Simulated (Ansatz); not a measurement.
**CaP2Ru2: further runs on the relaxed cell**

One table from this session's results is given with a row withheld; the runs are named, their logs left out.

Method: DFT PBEsol, scalar-relativistic, plane waves, PAW, in Ansatz 0.2.0.

1 further run of the same task is left out (set aside as unsound or not needed). Runs told in other sessions of the task aren't counted.

### Starting point

Symmetry: I4/mmm, No. 139, tetragonal system. Conventional cell: a = 4.030 Å, b = 4.030 Å, c = 9.642 Å, α = 90.00°, β = 90.00°, γ = 90.00°. Ca (site symmetry 4/mmm) has 10 P at 3.12 to 3.56 Å and 8 Ru at 3.14 Å in its first shell of neighbours. Around P (site symmetry 4mm) lie 4 Ru at 2.32 Å and 1 P at 2.52 Å and 4 Ca at 3.12 Å. Ru (site symmetry -4m2) is surrounded by 4 P at 2.32 Å.

Structure file:

```cif
data_structure
_symmetry_space_group_name_H-M 'I4/mmm'
_symmetry_Int_Tables_number 139
_cell_length_a 4.0299
_cell_length_b 4.0299
_cell_length_c 9.6422
_cell_angle_alpha 90.000
_cell_angle_beta 90.000
_cell_angle_gamma 90.000
_cell_volume 156.59
loop_
_atom_site_label
_atom_site_type_symbol
_atom_site_symmetry_multiplicity
_atom_site_Wyckoff_symbol
_atom_site_fract_x
_atom_site_fract_y
_atom_site_fract_z
_atom_site_occupancy
Ca1 Ca 2 a 0.00000 0.00000 0.00000 1
P1 P 4 e 0.50000 0.50000 0.13092 1
Ru1 Ru 4 d 0.00000 0.50000 0.25000 1
```

It goes back to an entry of the Materials Project.

It is the result of an earlier relaxation at this level (volume 15.66 Å³/atom; gap on the mesh: none (metal)).

Set-up of the first run:

input.yaml

```yaml
crystal:
  lattice:
    - [-1.9945733509, 1.9945733509, 4.7724028428]
    - [1.9945733509, -1.9945733509, 4.7724028428]
    - [1.9945733509, 1.9945733509, -4.7724028428]
  atoms:
    - { symbol: Ca, position: [0.0, 0.0, 0.0] }
    - { symbol: P, position: [0.6309233922, 0.6309233922, 0.0] }
    - { symbol: P, position: [0.3690766078, 0.3690766078, 0.0] }
    - { symbol: Ru, position: [0.75, 0.25, 0.5] }
    - { symbol: Ru, position: [0.25, 0.75, 0.5] }
basis:
  ecutwfc: 420
kpoints:
  mp_grid: { grid: [12, 12, 12] }
hamiltonian:
  xc: pbesol
scf:
  occupations: { method: gaussian, width: 0.1 }
output:
  forces: true
  stress: true
  eigenvalues: true
relax:
  adjacent_minimum: "off"
  f_tol: 0.01
  max_steps: 30
  cell: { stress_tol: 0.1, fix: [volume] }
```

Run with:

```bash
> ansatz run input.yaml --threads 2 --pin off --max-ram 5120MiB --backend cpu --events-out ev --progress --plain --runs-dir out
```

Among the steps run: The cell scaled to 0.97 of its volume; The cell scaled to 1.03 of its volume; Point at V/V0 = 0.94; Point at V/V0 = 1.06; Point at V/V0 = 0.91; Volume × 1.10; Volume × 0.88.

One table of the session follows, with a row left open; its other results are not shown here.

It belongs to the step «Equation of state». 

```
volume (Å³/atom)  energy above the lowest point (meV/atom)  pressure (GPa)
          13.780                                     119.4           23.99
          14.249                                         ?               ?
          14.719                                      24.8            9.30
          15.189                                       5.6            4.00
          15.659                                       0.0           -0.02
          16.128                                       4.5           -2.91
          16.598                                      16.2           -4.94
          17.225                                      38.9           -6.36
```

Estimate the missing values for volume (Å³/atom) = 14.249.

Worked estimate for «energy above the lowest point (meV/atom)». A straight line through the neighbours (13.780, 119.4) and (14.719, 24.8) gives 119.4 + (24.8 − 119.4) × (14.249 − 13.780) / (14.719 − 13.780) = 72.2; a parabola fitted to 3 rows on both sides gives 62.8.

The run gave: energy above the lowest point (meV/atom): 61.4; pressure (GPa): 15.88. In «energy above the lowest point (meV/atom)» the line misses by +10.8 and the parabola by +1.4.
